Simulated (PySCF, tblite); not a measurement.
# C₃H₈NSi₂ radical: geometry, infrared bands and EPR parameters

Wanted: the infrared bands and EPR parameters of C₃H₈NSi₂ radical (`[N]=CC1[SiH2]C[SiH2]1`), by calculation.

Computed with tblite 0.8.0 and PySCF 2.14.0, with density-fitted response routines of our own, on a single molecule in the gas phase. Atoms count from 0, in the outputs and in this text.

## (1) The starting structure

14 atoms, charge 0, multiplicity 2; geometry from: force field or distance geometry start.

Bonds of the start (Å): N0–C1 1.32, C1–C2 1.49, C2–Si3 1.90, Si3–C4 1.89, C4–Si5 1.87, Si5–C2 1.85, C1–H6 1.10, C2–H7 1.09, Si3–H8 1.47, Si3–H9 1.46, C4–H10 1.09, C4–H11 1.10, Si5–H12 1.48, Si5–H13 1.47.

## (2) Optimising the geometry with GFN2-xTB

The job: settings as JSON, then the geometry in Å.

```
{"job": {"kind": "relax", "xc": "GFN2-xTB", "basis": "xTB"}, "charge": 0, "multiplicity": 2}
N     -0.850300    -1.835700     1.493900
C     -1.380800    -1.060300     0.571500
C     -0.561700    -0.650400    -0.600800
Si    -0.482700     1.243300    -0.585600
C      1.010600     0.995600     0.547200
Si     1.234700    -0.712700    -0.181000
H     -2.419800    -0.728200     0.700200
H     -0.872600    -1.024600    -1.576300
H     -1.638400     1.857300     0.076800
H     -0.155700     1.796700    -1.900900
H      0.651500     0.982000     1.578000
H      1.842900     1.690600     0.356500
H      1.469600    -1.779200     0.822900
H      2.151800    -0.774900    -1.324400
```

On the command line:

```
$ OMP_NUM_THREADS=1 python probes_run.py task.json out
```

This one command runs all jobs of the session in turn.

Log:

```text
step      E/eV     max force
  0    -454.77274    5.125
  1    -455.05593    4.882
  2    -455.20075    1.080
  3    -455.24032    0.577
  4    -455.31713    0.675
  5    -455.33871    0.494
  6    -455.35755    0.336
  7    -455.36642    0.298
  8    -455.37755    0.306
  9    -455.38575    0.263
 10    -455.39413    0.255
 11    -455.40160    0.288
 12    -455.40896    0.264
 13    -455.41478    0.184
 14    -455.41991    0.196
 15    -455.42572    0.222
 16    -455.43282    0.296
 17    -455.44085    0.284
 18    -455.44852    0.227
 19    -455.45519    0.250
 20    -455.46191    0.249
 21    -455.46858    0.234
 22    -455.47448    0.228
 23    -455.48060    0.243
 24    -455.48714    0.253
 25    -455.49302    0.254
 26    -455.49771    0.172
 27    -455.49794    0.542
 28    -455.50483    0.165
 29    -455.50793    0.153
 30    -455.51315    0.208
 31    -455.51494    0.137
 32    -455.51695    0.100
 33    -455.51845    0.097
 34    -455.51937    0.103
 35    -455.52058    0.132
 36    -455.52240    0.153
 37    -455.52493    0.167
 38    -455.52742    0.206
 39    -455.52952    0.150
 40    -455.53135    0.172
 41    -455.53297    0.224
 42    -455.53442    0.127
 43    -455.53599    0.092
 44    -455.53772    0.077
 45    -455.53842    0.066
 46    -455.53914    0.045
 47    -455.53943    0.045
 48    -455.53985    0.058
 49    -455.54044    0.069
 50    -455.54110    0.066
 51    -455.54154    0.057
 52    -455.54177    0.036
 53    -455.54189    0.030
 54    -455.54201    0.022
 55    -455.54214    0.035
 56    -455.54230    0.043
 57    -455.54247    0.041
 58    -455.54271    0.050
 59    -455.54302    0.048
 60    -455.54342    0.063
 61    -455.54384    0.054
 62    -455.54424    0.080
 63    -455.54460    0.048
 64    -455.54497    0.059
 65    -455.54541    0.054
 66    -455.54606    0.067
 67    -455.54690    0.087
 68    -455.54788    0.097
 69    -455.54873    0.075
 70    -455.54934    0.057
 71    -455.54964    0.071
 72    -455.55005    0.046
 73    -455.55042    0.049
 74    -455.55094    0.049
 75    -455.55139    0.057
 76    -455.55165    0.044
 77    -455.55182    0.030
 78    -455.55194    0.031
 79    -455.55209    0.027
 80    -455.55232    0.040
 81    -455.55259    0.049
 82    -455.55286    0.052
 83    -455.55308    0.035
 84    -455.55324    0.025
 85    -455.55335    0.021
 86    -455.55342    0.027
 87    -455.55348    0.029
 88    -455.55355    0.036
 89    -455.55365    0.027
 90    -455.55376    0.034
 91    -455.55387    0.027
 92    -455.55394    0.020
 93    -455.55399    0.018
 94    -455.55402    0.017
 95    -455.55405    0.018
 96    -455.55409    0.019
 97    -455.55414    0.030
 98    -455.55421    0.026
 99    -455.55428    0.021
100    -455.55433    0.019
101    -455.55437    0.015
102    -455.55440    0.017
103    -455.55444    0.017
104    -455.55450    0.020
105    -455.55458    0.025
106    -455.55464    0.014
107    -455.55468    0.053
108    -455.55470    0.018
109    -455.55472    0.011
110    -455.55474    0.009
```

Wall time 0.74 s (1 thread of INTEL XEON PLATINUM 8581C at 2.10GHz, shared host).

Along the way: (not every step is listed)

```tsv
step	energy from step 0 (eV)	largest force (eV/Å)
0	0.0000	5.1252
1	-0.2832	4.8823
2	-0.4280	1.0802
3	-0.4676	0.5769
4	-0.5444	0.6754
5	-0.5660	0.4938
6	-0.5848	0.3363
7	-0.5937	0.2979
8	-0.6048	0.3059
17	-0.6681	0.2844
26	-0.7250	0.1720
35	-0.7478	0.1323
44	-0.7650	0.0775
53	-0.7692	0.0295
62	-0.7715	0.0802
71	-0.7769	0.0706
80	-0.7796	0.0399
89	-0.7809	0.0267
98	-0.7815	0.0259
105	-0.7818	0.0247
106	-0.7819	0.0145
107	-0.7819	0.0529
108	-0.7820	0.0183
109	-0.7820	0.0110
110	-0.7820	0.0091
```

Close pairs (by a distance rule), those that changed most:

```tsv
bond	before (Å)	after (Å)	change (Å)
N0–C1	1.317	1.223	-0.094
C2–Si5	1.846	1.932	+0.086
C4–Si5	1.871	1.921	+0.050
C2–Si3	1.895	1.940	+0.045
Si5–H12	1.483	1.455	-0.028
Si3–C4	1.891	1.914	+0.023
C4–H11	1.101	1.087	-0.014
Si3–H8	1.467	1.459	-0.008
```

The final coordinates are the input of the step that follows.

## (3) Harmonic vibrations with GFN2-xTB

The job: settings as JSON, then the geometry in Å.

```
{"job": {"kind": "ir", "xc": "GFN2-xTB", "basis": "xTB"}, "charge": 0, "multiplicity": 2}
N     -1.484920    -1.488506     1.519916
C     -1.555567    -1.269669     0.319232
C     -0.562398    -0.591795    -0.560823
Si    -0.534144     1.327292    -0.276325
C      1.276689     1.126571     0.309458
Si     1.263564    -0.775479     0.042377
H     -2.459053    -1.570439    -0.237065
H     -0.745914    -0.873760    -1.597513
H     -1.484033     1.784758     0.732267
H     -0.709166     2.062508    -1.532145
H      1.438531     1.423667     1.341815
H      2.007430     1.664509    -0.288168
H      1.402123    -1.588950     1.240843
H      2.146179    -1.231179    -1.036036
```

Log:

```text
mode    cm-1     km/mol
  1      35.2      2.59
  2      59.0     16.51
  3     160.1      8.95
  4     203.4      1.56
  5     339.3      3.97
  6     416.8     29.32
  7     432.4     39.41
  8     462.7      3.58
  9     485.1      1.36
 10     528.6     15.46
 11     570.2     11.29
 12     606.9     41.33
 13     659.1     94.72
 14     666.9     90.34
 15     698.1    116.07
 16     708.7    106.24
 17     747.1    284.77
 18     761.1    337.13
 19     785.5    188.38
 20     804.4      6.06
 21     930.4      0.98
 22     987.8     57.93
 23    1027.7     28.96
 24    1076.8     61.11
 25    1128.6      1.66
 26    1197.1     58.74
 27    1450.2      1.42
 28    1784.5     44.74
 29    2234.5    185.18
 30    2241.2    532.12
 31    2301.7    295.74
 32    2337.5    264.67
 33    2731.9     27.23
 34    2962.1     42.27
 35    3013.4     30.88
 36    3021.1      9.75
```

Wall time 0.52 s (1 thread of INTEL XEON PLATINUM 8581C at 2.10GHz, shared host).

The strongest bands and the atoms that carry them (share of the mass-weighted mode):

```tsv
cm⁻¹	km/mol	atoms
698	116.1	C4 46 %, Si5 14 %, Si3 11 %
747	284.8	H13 40 %, H12 31 %
761	337.1	H9 37 %, H8 34 %
786	188.4	C4 29 %, Si3 15 %, H9 13 %, H8 12 %
2234	185.2	H13 72 %, H9 24 %
2241	532.1	H9 72 %, H13 24 %
2302	295.7	H8 96 %
2338	264.7	H12 96 %
```

## (4) g tensor and hyperfine couplings: B3LYP/pcH-1

Settings changed since step 3:

```diff
@@ -1,2 +1,2 @@
-{"job": {"kind": "ir", "xc": "GFN2-xTB", "basis": "xTB"}, "charge": 0, "multiplicity": 2}
+{"job": {"kind": "epr", "basis": "pcH-1"}, "charge": 0, "multiplicity": 2}
 N     -1.484920    -1.488506     1.519916
```

With the program's defaults for keys left out, this is: UKS B3LYP, pcH-1 on C H N Si, non-relativistic, mean-field spin-orbit, GIAO.

Log:

```text
UKS, coarse grid
  cycle   1  E = -752.75470052  |g| = 3.97e-01
  cycle   2  E = -752.68184511  |g| = 5.46e-01
  cycle   3  E = -752.82942103  |g| = 9.00e-02
  cycle   4  E = -752.83145960  |g| = 5.89e-02
  cycle   5  E = -752.83305703  |g| = 1.36e-02
  cycle   6  E = -752.83317155  |g| = 4.39e-03
  cycle   7  E = -752.83319319  |g| = 1.78e-03
  cycle   8  E = -752.83319897  |g| = 9.63e-04
UKS, final grid
  cycle   1  E = -752.83318609  |g| = 1.05e-03
  cycle   2  E = -752.83318593  |g| = 1.47e-03
  cycle   3  E = -752.83318702  |g| = 3.21e-04
  cycle   4  E = -752.83318711  |g| = 2.04e-04
  cycle   5  E = -752.83318720  |g| = 1.07e-04
  cycle   6  E = -752.83318720  |g| = 1.09e-05
E = -752.83318720 Eh   <S^2> = 0.7584 (exact 0.7500)
g shifts (ppm)      1          2          3
  rmc          -206       -206       -206
  gc             47         -4         26
  oz_so        -286        226       2912
  total        -445         16       2732
hyperfine (MHz)  atom isotope    a_iso     a_fc   dipolar eigenvalues
    0   14N      22.16      22.19    -45.28    -35.47     80.76
    1   13C     -65.69     -65.70    -16.31     -0.48     16.80
    2   13C      97.13      97.17     -9.62     -8.74     18.36
    3  29Si      12.32      12.34     -0.76     -0.11      0.88
    4   13C       2.65       2.64     -0.49     -0.36      0.85
    5  29Si       5.84       5.84     -1.24      0.24      1.01
    6    1H     265.69     265.70     -5.78     -3.13      8.91
    7    1H      -4.93      -4.92     -5.60     -2.06      7.66
    8    1H      -0.02      -0.02     -1.76     -1.76      3.52
    9    1H      -0.90      -0.90     -0.81     -0.71      1.52
   10    1H       1.31       1.31     -1.23     -0.98      2.21
   11    1H       0.64       0.64     -0.76     -0.61      1.37
   12    1H       1.50       1.50     -3.52     -2.86      6.38
   13    1H      -1.34      -1.35     -1.10     -0.75      1.85
```

It took 52 s on 1 thread of INTEL XEON PLATINUM 8581C at 2.10GHz, shared host; peak memory 0.91 GiB.

Principal g values 2.00187, 2.00234, 2.00505; g(iso) = 2.00309, against 2.00232 for a free electron.

Mean a(iso) over the nuclei that a row names, and the largest dipolar term of the row (other rows stand at the frozen geometry):

```tsv
nuclei	isotope	a(iso) (MHz)	a(iso) (G, at g = 2.0023)	largest dipolar term (MHz)
H6	1H	265.7	94.8	8.9
C2	13C	97.1	34.7	18.4
C1	13C	-65.7	-23.4	16.8
N0	14N	22.2	7.9	80.8
Si3, Si5	29Si	9.1	3.2	-1.2
H7	1H	-4.9	-1.8	7.7
C4	13C	2.6	0.9	0.9
H10	1H	1.3	0.5	2.2
H9, H13	1H	-1.1	-0.4	1.9
H8, H12	1H	0.7	0.3	6.4
H11	1H	0.6	0.2	1.4
```

Mulliken spin populations:

N0 0.93; C1 -0.16; C2 0.09; Si3 0.00; C4 0.00; Si5 0.01; H6 0.13; H7 0.00; H8 0.00; H9 0.00; H10 0.00; H11 0.00; H12 0.00; H13 0.00

In first order the couplings over 0.8 MHz of 1H, 14N give 72 distinct lines over 113.6 G, if the averaged nuclei exchange fast; the same motion can average rows kept apart here too.

The fields below are evaluated on a grid from the run's orbitals.

ELF in a plane through or near 5 of the atoms.

Ten even steps from '0' (0.00) to '9' (1.00):
```
0000000000000000000000000000
0000000000000000000000000000
0000000000000000000000000000
0000000000011000000000000000
0000000000233222100000000000
0000000001243233100000000000
0000000012313303200000000000
0000013335718725411157720000
0000179876881148533599971000
0000499994473477683599981000
0000289985683476792289850000
0000024457941178556554100000
0000000136528415214542000000
0000000012203133000121000000
0000000001234775000000000000
0000000000124664100000000000
0000000000001332000000000000
0000000000000000000000000000
0000000000000000000000000000
0000000000000000000000000000
```
The map spans 11.0 Å across and 9.8 Å up, centred on the molecule. Atoms in the plane (x, y in Å): C1 (2.0, -0.1), Si3 (-0.4, 1.4), Si5 (-0.5, -1.4), H6 (2.9, 0.3), H11 (-2.6, 0.2).

log10 of the density (e/Å³) in the same plane.

Ten even steps from ' ' (-4.0) to '@' (1.6):
```
                                                        
                    ............                        
                ....::::::::::::....                    
              ..::::----====----::::..                  
            ....::--====++++++==--::::..                
          ..::::--==++++******++==--::::::....          
        ..::----====++**%%%%**++++==------::::....      
      ..::--==++++++****@@@@##**++++==========--::..    
      ..--==++**********####****************++==::..    
    ..::--==**########********##############++==--::    
    ..::--==****######********######%%%%##**++==::::    
      ..::--==++********##****************++==--::..    
        ..::--==++++**##@@%%****++++++++++==--::..      
          ..::--==++++**%%##**++========----::..        
          ..::::--==++++******++==------::::..          
            ..::----====++++++==--::....                
              ..::::----======--::::..                  
                ....::::::::::::....                    
                    ............                        
                                                        
```
The map spans 11.0 Å across and 9.8 Å up, centred on the molecule. Atoms in the plane (x, y in Å): C1 (2.0, -0.1), Si3 (-0.4, 1.4), Si5 (-0.5, -1.4), H6 (2.9, 0.3), H11 (-2.6, 0.2).

On the surface of density 0.002 e/bohr³ the electrostatic potential runs, from the 1st to the 99th percentile, from -1.78 V near N0 to 1.34 V near Si3.

The spin density lies nearest to N0 73 %; H6 10 %; C1 8 % (beta excess); C2 7 %.

## (5) Outcome

| quantity | value |
| --- | --- |
| strongest single infrared mode (GFN2-xTB) | 2241 cm⁻¹, 532 km/mol |
| zero-point energy (GFN2-xTB) | 58.0 kcal/mol |
| g(iso) (B3LYP) | 2.00309 |
| ⟨S²⟩ | 0.758 (exact 0.75) |
| largest a(iso) (averaged by class) | 1H on H6, 265.7 MHz |
| potential on the surface of density 0.002 e/bohr³, 1st and 99th percentile | -1.78 V and 1.34 V |

**Reading.** Over 110 steps the energy fell by 0.782 eV; of the close pairs, N0–C1 changed most, 1.317 to 1.223 Å. All 36 modes are real, so the xTB geometry is a minimum. The strongest single mode, at 2241 cm⁻¹, moves mainly H9. Unscaled tight-binding wavenumbers are off by several per cent, some by more. Its intensities can rank the bands wrongly. Most of the unpaired spin sits on N0 (0.93 e). The isotropic g lies 0.8 ppt above the free-electron value. These values are for one conformer; the search (at its own cheap level) found 2 more, at 0.02, 0.12 kcal/mol (those within 0.05 may be mirror or relabelled copies), and measured spectra average over such forms.
